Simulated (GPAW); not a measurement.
# GaGe3: single point with TB-mBJ

Crystal: GaGe3.

```
CELL_PARAMETERS angstrom
5.98504 0.00000 0.00000
-2.99252 5.18319 0.00000
0.00000 0.00000 5.03495
ATOMIC_POSITIONS crystal
Ge 0.16356 0.32712 0.25000
Ge 0.16356 0.83644 0.25000
Ge 0.67288 0.83644 0.25000
Ge 0.83644 0.67288 0.75000
Ge 0.83644 0.16356 0.75000
Ge 0.32712 0.16356 0.75000
Ga 0.33333 0.66667 0.75000
Ga 0.66667 0.33333 0.25000
```

The cell comes from a database or a generator and needn't be the stable form of this composition.

| Quantity | Value |
| --- | --- |
| Program | GPAW 26.7.0 |
| Task | single point |
| Functional | TB-mBJ |
| Potentials or basis | GPAW PAW data sets for LDA (gpaw-data 1.2.1) |
| Cutoff | 600 eV |
| Basis | pw |
| k mesh | 4 × 4 × 4 |
| Occupations | fermi-dirac, width 0.05 eV |
| Spin | no spin polarisation |

```yaml
Band_gap_on_the_k_mesh: none (metal or under the smearing width)
```

Levels at points of the mesh, in eV from the Fermi level:
| k point | band 13 | band 14 | band 15 | band 16 | band 17 | band 18 |
| --- | --- | --- | --- | --- | --- | --- |
| (0.00, 0.00, 0.00) | -1.24 | -1.24 | -0.89 | -0.83 | -0.83 | 0.59 |
| (0.00, 0.00, 0.50) | -4.19 | -4.19 | 1.25 | 1.25 | 4.37 | 4.37 |
| (0.50, 0.50, 0.00) | -1.62 | -1.53 | -1.30 | -0.53 | 0.45 | 0.54 |
| (0.50, 0.50, 0.50) | -0.11 | -0.11 | 0.05 | 0.05 | 1.32 | 1.32 |

Wall time 5.1 min on 1 thread of Intel(R) Xeon(R) Processor @ 2.50GHz (Skylake/Cascade Lake), with other jobs on the host, peak memory 0.34 GiB.

Caveat: a model potential gives levels but no total energy.
